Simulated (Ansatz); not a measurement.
# CH₄AsN (SMILES C1N[AsH]1): single points off equilibrium

An exercise on one series of results from a longer session: the logs are not shown, and one member is left open.

Computed with Ansatz 0.2.0, Gaussian basis. Level: single points in def2-TZVPP.

Correlated methods freeze the cores. Filled d shells of the heavier atoms are correlated.

**The system as given**

7 atoms, charge 0, spin multiplicity 1.

Atoms are counted from 1 here; the program's logs count them from 0.

Bond lengths: C1–N2 1.511 Å, C1–As3 1.905 Å, C1–H4 1.080 Å, C1–H5 1.026 Å, N2–As3 1.832 Å, N2–H6 0.967 Å, As3–H7 1.535 Å. Angles: N2–C1–As3 63.6°, N2–C1–H4 109.6°, N2–C1–H5 120.9°, As3–C1–H4 113.6°, As3–C1–H5 115.9°, H4–C1–H5 120.4°, C1–N2–As3 68.7°, C1–N2–H6 106.7°, As3–N2–H6 109.2°, C1–As3–N2 47.6°, C1–As3–H7 96.4°, N2–As3–H7 101.8°.

As a file:

| atom | x (Å) | y (Å) | z (Å) |
| --- | --- | --- | --- |
| C1 | -0.55940 | 0.02000 | -0.50470 |
| N2 | -0.38360 | 0.17030 | 0.98800 |
| As3 | 0.75000 | -1.09850 | 0.30980 |
| H4 | -1.49190 | -0.48490 | -0.71000 |
| H5 | -0.20170 | 0.73160 | -1.15160 |
| H6 | 0.10570 | 0.99210 | 1.12920 |
| H7 | 1.96730 | -0.25220 | -0.08770 |

The first run:

run/in.yaml reads:

```yaml
crystal:
  periodic: [false, false, false]
  atoms:
    - {symbol: C, position_ang: [-0.559400, 0.020000, -0.504700]}
    - {symbol: N, position_ang: [-0.383600, 0.170300, 0.988000]}
    - {symbol: As, position_ang: [0.750000, -1.098500, 0.309800]}
    - {symbol: H, position_ang: [-1.491900, -0.484900, -0.710000]}
    - {symbol: H, position_ang: [-0.201700, 0.731600, -1.151600]}
    - {symbol: H, position_ang: [0.105700, 0.992100, 1.129200]}
    - {symbol: H, position_ang: [1.967300, -0.252200, -0.087700]}
basis:
  gaussian: {orbitals: def2-TZVPP}
correlation: {method: ccsd_t}
output: {forces: true}
```

No record of the launch command was kept for these runs.

Steps of the session up to this table: CCSD(T)/def2-TZVPP; PBE0-D4/def2-TZVPP; wB97M-V/def2-TZVPP; r2SCAN-D4/def2-TZVPP; PBE-D4/def2-TZVPP; r2SCANh-D4/def2-TZVPP; r2SCAN0-D4/def2-TZVPP.

One of the session's tables, all rows but one given; the rest of the session is left out.

| method | RMS force component (eV/Å) | angle to CCSD(T) forces (°) | dipole (D) |
| --- | --- | --- | --- |
| CCSD(T) | 1.265 | reference | 1.74 |
| PBE0-D4 | 1.290 | 9.0 | 1.72 |
| wB97M-V | 1.243 | 7.3 | 1.69 |
| r2SCAN-D4 | ? | ? | ? |
| PBE-D4 | 1.389 | 6.8 | 1.61 |
| r2SCANh-D4 | 1.258 | 6.7 | 1.74 |
| r2SCAN0-D4 | 1.233 | 11.6 | 1.77 |

**Question.** Estimate the row for r2SCAN-D4.

Worked estimate for «RMS force component (eV/Å)». Against the share of exact exchange, r2SCANh-D4 (0.1, 1.258), r2SCAN0-D4 (0.25, 1.233) give a slope of -0.167 per unit share; at 0 the line stands at 1.275.

The run gave: RMS force component (eV/Å): 1.281; angle to CCSD(T) forces (°): 4.1; dipole (D): 1.72. In «RMS force component (eV/Å)» the line misses by -0.006.
